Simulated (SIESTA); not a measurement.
Crystal: In.

```
CELL_PARAMETERS angstrom
1.66964 0.96397 8.20746
-1.66964 0.96397 8.20746
0.00000 -1.92793 8.20746
ATOMIC_POSITIONS crystal
In 0.22199 0.22199 0.22199
In 0.77801 0.77801 0.77801
In 0.00000 0.00000 0.00000
```

This isn't the form of In at room conditions, which is tetragonal.

```yaml
Program: SIESTA 5.4.2
Task: single point
Functional: PBEsol
Potentials_or_basis: PseudoDojo 0.4 standard (PBEsol files)
Basis: DZP (energy shift 0.003 Ry; two zetas on semicore shells)
Grid_cutoff: 500 Ry
Energy_shift: 0.003 Ry
k_mesh: 9 × 9 × 9
Occupations: fermi-dirac, width 0.05 eV
Spin: no spin polarisation
```

On this cell: pressure -0.8 GPa; largest force 0.009 eV/Å; band gap on the k mesh none (metal or under the smearing width).

The same run follows on a disturbed copy (atoms moved at random, drawn with an rms of 0.05 Å):

```xyz
3
Lattice="1.6696 0.9640 8.2075 -1.6696 0.9640 8.2075 0.0000 -1.9279 8.2075" Properties=species:S:1:pos:R:3 pbc="T T T"
In    0.0194   -0.0481    5.4151
In   -0.0034   -0.0050   19.1528
In   -0.0081   -0.0282   -0.0276
```

Problem. What does the disturbed cell give?

Solution. The energy (extrapolated to zero smearing) moves by +0.6 meV/atom; pressure -0.8 GPa; largest force 0.083 eV/Å; band gap on the k mesh none (metal or under the smearing width).

Forces on the atoms (eV/Å):
```
In  -0.005  0.007  0.082
In   0.003 -0.007 -0.083
In   0.002  0.000  0.001
```

Stress tensor (GPa, compression positive):
```
-0.69  0.03  0.01
 0.03 -0.59 -0.02
 0.01 -0.02 -0.98
```

Caveats: the basis of atomic orbitals isn't converged, which shifts pressures, moduli and gaps.
